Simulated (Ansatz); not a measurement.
# MoSe: the cost of one run

Computed with Ansatz 0.2.0 (DFT r2SCAN+U, scalar-relativistic, plane waves, PAW, unless a step's input says otherwise).

## 1. Starting point

It takes space group F-43m (No. 216, cubic). Conventional cell: a = 6.222 Å, b = 6.222 Å, c = 6.222 Å, α = 90.00°, β = 90.00°, γ = 90.00°. Mo (site symmetry -43m) is surrounded by 4 Se at 2.69 Å. Se (site symmetry -43m) is surrounded by 4 Mo at 2.69 Å.

As a file:

```cif
data_structure
_symmetry_space_group_name_H-M 'P 1'
_symmetry_Int_Tables_number 1
_cell_length_a 4.3994
_cell_length_b 4.3994
_cell_length_c 8.7987
_cell_angle_alpha 60.000
_cell_angle_beta 60.000
_cell_angle_gamma 60.000
_cell_volume 120.42
loop_
_atom_site_label
_atom_site_type_symbol
_atom_site_fract_x
_atom_site_fract_y
_atom_site_fract_z
_atom_site_occupancy
Mo1 Mo 0.00000 0.00000 0.00000 1
Se1 Se 0.25000 0.25000 0.12500 1
Mo2 Mo 0.00000 0.00000 0.50000 1
Se2 Se 0.25000 0.25000 0.62500 1
```

## 2. Antiferromagnetic, doubled cell, propagation vector (0, 0, 1/2)

The input, input.yaml:

```yaml
crystal:
  lattice:
    - [0.0, 3.1108252945, 3.1108252945]
    - [3.1108252945, 0.0, 3.1108252945]
    - [6.2216505889, 6.2216505889, 0.0]
  atoms:
    - { symbol: Mo, position: [1.0, 0.0, 0.0], spin: 2.0 }
    - { symbol: Se, position: [0.25, 0.25, 0.125] }
    - { symbol: Mo, position: [1.0, 0.0, 0.5], spin: -2.0 }
    - { symbol: Se, position: [0.25, 0.25, 0.625] }
basis:
  ecutwfc: 500
kpoints:
  mp_grid: { grid: [12, 12, 6] }
hamiltonian:
  xc: r2scan
  hubbard: { sites: [{ species: Mo, l: d, u_eff: 4.38 }] }
scf:
  occupations: { method: gaussian, width: 0.1 }
output:
  forces: true
  stress: true
  eigenvalues: true
  populations: true
  write_density: true
  write_potential: true
  elf: true
  volumetric_format: npy
magnetization:
  spin_polarized: true
```

Started as:

```sh
$ ansatz run input.yaml --threads 1 --pin off --max-ram 2560MiB --backend cpu --events-out ev --progress --plain --runs-dir out
```

What time and memory should one allow on 1 thread of Intel Xeon 6975P-C (Granite Rapids), shared host?

About 79 s, with a peak of 1.6 GiB.
